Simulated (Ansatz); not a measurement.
# Ba2HfC3: what a guessed cell relaxes into

The task: take a trial cell of Ba2HfC3 to zero force and stress.

Program: Ansatz 0.2.0. Level of theory: DFT PBE, scalar-relativistic, plane waves, PAW. These are calculated values, not measurements.

### Step 1. Starting point

Symmetry: Fmmm, No. 69, orthorhombic system. The conventional cell has a = 5.815 Å, b = 9.417 Å, c = 9.913 Å, α = 90.00°, β = 90.00°, γ = 90.00°. Around Ba (site symmetry m2m) lie 3 C at 2.29 to 2.48 Å and 1 Hf at 2.41 Å. Hf (site symmetry mmm) has 2 Ba at 2.41 Å in its first shell of neighbours. C (site symmetry 2/m) is surrounded by 2 Ba at 2.48 Å. Around C (site symmetry mmm) lie 2 Ba at 2.29 Å.

Structure file:

```cif
data_structure
_symmetry_space_group_name_H-M 'Fmmm'
_symmetry_Int_Tables_number 69
_cell_length_a 5.8155
_cell_length_b 9.4173
_cell_length_c 9.9127
_cell_angle_alpha 90.000
_cell_angle_beta 90.000
_cell_angle_gamma 90.000
_cell_volume 542.88
loop_
_atom_site_label
_atom_site_type_symbol
_atom_site_symmetry_multiplicity
_atom_site_Wyckoff_symbol
_atom_site_fract_x
_atom_site_fract_y
_atom_site_fract_z
_atom_site_occupancy
Ba1 Ba 8 h 0.50000 0.25632 0.00000 1
Hf1 Hf 4 b 0.50000 0.00000 0.00000 1
C1 C 8 c 0.00000 0.25000 0.25000 1
C2 C 4 a 0.00000 0.00000 0.00000 1
```

A structure generator made this guess: random cell by space group and Wyckoff sites (Fmmm, No. 69). Lengths come from tabulated atomic sizes and are only a guess.

### Step 2. A first look at the guess

input.yaml reads:

```yaml
crystal:
  lattice:
    - [0.0, 4.70865841, 4.9563487]
    - [2.90773942, 0.0, 4.9563487]
    - [2.90773942, 4.70865841, 0.0]
  atoms:
    - { symbol: Ba, position: [0.75632348, 0.24367652, 0.75632348] }
    - { symbol: Ba, position: [0.24367652, 0.75632348, 0.24367652] }
    - { symbol: Hf, position: [0.5, 0.5, 0.5] }
    - { symbol: C, position: [0.5, 0.0, 0.0] }
    - { symbol: C, position: [0.0, 0.5, 0.5] }
    - { symbol: C, position: [0.0, 0.0, 0.0] }
basis:
  ecutwfc: 420
kpoints:
  mp_grid: { grid: [4, 4, 4] }
hamiltonian:
  xc: pbe
scf:
  occupations: { method: gaussian, width: 0.1 }
  lower_state_search: "off"
output:
  forces: true
  stress: true
  eigenvalues: true
```

Launch:

```
$ ansatz run input.yaml --threads 1 --pin off --max-ram 2560MiB --backend cpu --events-out ev --progress --plain --runs-dir out
```

The session goes on with these runs: coarse relaxation; another rough relaxation; final relaxation.

What does the calculation give? Wanted: conventional cell; volume; energy over the elements; gap on the mesh.

As calculated:

| quantity | value |
| --- | --- |
| symmetry at the end (tolerance 0.05 Å) | space group Fmmm (No. 69) |
| conventional cell | a = 3.881 Å, b = 7.818 Å, c = 20.513 Å, α = 90.00°, β = 90.00°, γ = 90.00° |
| volume | 25.93 Å³/atom |
| energy over the elements | +1.37 eV/atom |
| gap on the mesh | none (metal) |

The space group Fmmm (No. 69) is kept, and the volume per atom grows by 14.6 % from the first guess. With a positive formation energy it can't be a ground state. No finished test with a distortion of lower symmetry is shown, so the end may be a saddle point. The runs treat Hf without spin-orbit coupling.
